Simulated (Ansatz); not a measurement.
# Pd (Palladium): the cost of one run

Program: the Python package of Ansatz 0.2.0. Level of theory: DFT PBEsol, plane waves, PAW. These are calculated values, not measurements.

**1. The system**

It takes space group Fm-3m (No. 225, cubic). The conventional cell has a = 3.893 Å, b = 3.893 Å, c = 3.893 Å, α = 90.00°, β = 90.00°, γ = 90.00°. Pd (site symmetry m-3m) has 12 Pd at 2.75 Å as nearest neighbours.

The script holds or builds the structure itself.

**2. Script**

Contents of run_neb.py:

```python
"""Migration path of a vacancy in Pd."""

import json

import ansatz as az
import matplotlib.pyplot as plt
import numpy as np
from pymatgen.core import Lattice, Structure
from pymatgen.io.ase import AseAtomsAdaptor

pmg_structure = Structure(
    Lattice([(0.0, 1.9465, 1.9465), (1.9465, 0.0, 1.9465), (1.9465, 1.9465, 0.0)]),
    ["Pd"],
    [
        (0.0, 0.0, 0.0),
    ],
)
system = az.Crystal.from_ase(AseAtomsAdaptor.get_atoms(pmg_structure))
start = system.supercell(2).vacancy("Pd", at=(0.0, 0.0, 0.0)).resolved()
empty = np.array((0.0, 0.0, 0.0))
# the nearest atom of the same element hops into the empty site
cell = np.array(start.lattice.vectors)
apart = np.array([site.position for site in start.sites]) - empty
apart -= np.round(apart)
distance = [np.linalg.norm(d @ cell) if site.symbol == "Pd" else np.inf for d, site in zip(apart, start.sites)]
hopper = int(np.argmin(distance))
end = start.move(hopper, to=np.array(start.sites[hopper].position) - apart[hopper])
print(f"atom {hopper} (Pd) hops {distance[hopper]:.3f} A")

model = (
    start.calculation()
    .kpoints(spacing=0.72)
    .pseudopotentials("paw")
    .functional(az.Functional.PBESOL)
    .occupations("fermi_dirac", width=0.05)
    .neb(to=end, images=3, force_tolerance=0.05, max_iterations=40, relax_end_points=True, initial_path="idpp")
)
result = model.run(threads=1, events_out="events.ndjson")
with open("events.ndjson") as stream:
    events = [json.loads(line) for line in stream]
steps = [e["data"] for e in events if e["event"] == "neb_iteration"]
r = result.report
print(len(steps), "rounds; largest force on the band at the end", round(steps[-1]["band_force_max_ev_ang"], 4), "eV/A")
band = result.neb_path()
energy = np.array([image.lagrangian_ev for image in band.images])

print("energies along the path (meV):", np.round(1000 * (energy - energy[0]), 1))
print("path coordinate (A):", [round(image.path_coordinate_ang, 3) for image in band.images])
print(f"barrier forwards {energy.max() - energy[0]:.3f} eV, backwards {energy.max() - energy[-1]:.3f} eV")
plt.figure(figsize=(4.5, 3))
plt.plot([image.path_coordinate_ang for image in band.images], energy - energy[0], "o-")
plt.xlabel("path (A)")
plt.ylabel("energy (eV)")
plt.tight_layout()
plt.savefig("neb.png", dpi=100)
```

**3. Launch**

On the command line:

```console
$ python run_neb.py
```

**Question.** How long does this script take on 1 thread of Arm Neoverse V2, shared host, and how much memory does it need?

About 3.8 min, with a peak of 0.68 GiB.
